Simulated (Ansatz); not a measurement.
# TePt: the cost of one run

Computed with Ansatz 0.2.0 (DFT PBEsol, scalar-relativistic, plane waves, PAW, unless a step's input says otherwise).

The COD entry's cell or inner coordinates are ideal or old and differ from later refinements, so a difference from it is no clean test against experiment.

1 further run of the same task is left out (set aside as unsound or not needed).

## (1) The system as given

The structure is trigonal, space group R-3m (No. 166). Conventional cell: a = 3.963 Å, b = 3.963 Å, c = 19.983 Å, α = 90.00°, β = 90.00°, γ = 120.00°. Around Te (site symmetry 3m) lie 3 Pt at 2.59 Å. Pt (site symmetry 3m) has 3 Te at 2.59 Å and 3 Pt at 2.72 Å as nearest neighbours.

Structure file:

```cif
data_structure
_symmetry_space_group_name_H-M 'P 1'
_symmetry_Int_Tables_number 1
_cell_length_a 7.0431
_cell_length_b 7.0431
_cell_length_c 7.0431
_cell_angle_alpha 32.682
_cell_angle_beta 32.682
_cell_angle_gamma 32.682
_cell_volume 90.60
loop_
_atom_site_label
_atom_site_type_symbol
_atom_site_fract_x
_atom_site_fract_y
_atom_site_fract_z
_atom_site_occupancy
Te1 Te 0.59800 0.59800 0.59800 1
Te2 Te 0.40200 0.40200 0.40200 1
Pt1 Pt 0.87033 0.87033 0.87033 1
Pt2 Pt 0.12967 0.12967 0.12967 1
```

The structure comes from the Crystallography Open Database.

## (2) A change within the space group

Against the listed cell: strain xx, yy, zz, yz, xz, xy = +5.2, +5.2, +3.7, +0.0, +0.0, +0.0 %; atoms moved by 0.10 Å root mean square, at most 0.10 Å.

Contents of input.yaml:

```yaml
crystal:
  lattice:
    - [2.0838149383, 1.2030911156, 6.904824243]
    - [-2.0838149383, 1.2030911156, 6.904824243]
    - [0.0, -2.4061822312, 6.904824243]
  atoms:
    - { symbol: Te, position: [0.6030326213, 0.6030326213, 0.6030326213] }
    - { symbol: Te, position: [0.3969673787, 0.3969673787, 0.3969673787] }
    - { symbol: Pt, position: [0.8653576552, 0.8653576552, 0.8653576552] }
    - { symbol: Pt, position: [0.1346423448, 0.1346423448, 0.1346423448] }
basis:
  ecutwfc: 420
kpoints:
  mp_grid: { grid: [12, 12, 12] }
hamiltonian:
  xc: pbesol
scf:
  occupations: { method: gaussian, width: 0.1 }
output:
  forces: true
  stress: true
  eigenvalues: true
  populations: true
```

On the command line:

```bash
$ ansatz run input.yaml --threads 1 --pin off --max-ram 1331MiB --backend cpu --events-out ev --progress --plain --runs-dir out
```

What time and memory should one allow on 1 thread of an Arm CPU, shared host?

About 54 s, with a peak of 0.72 GiB.
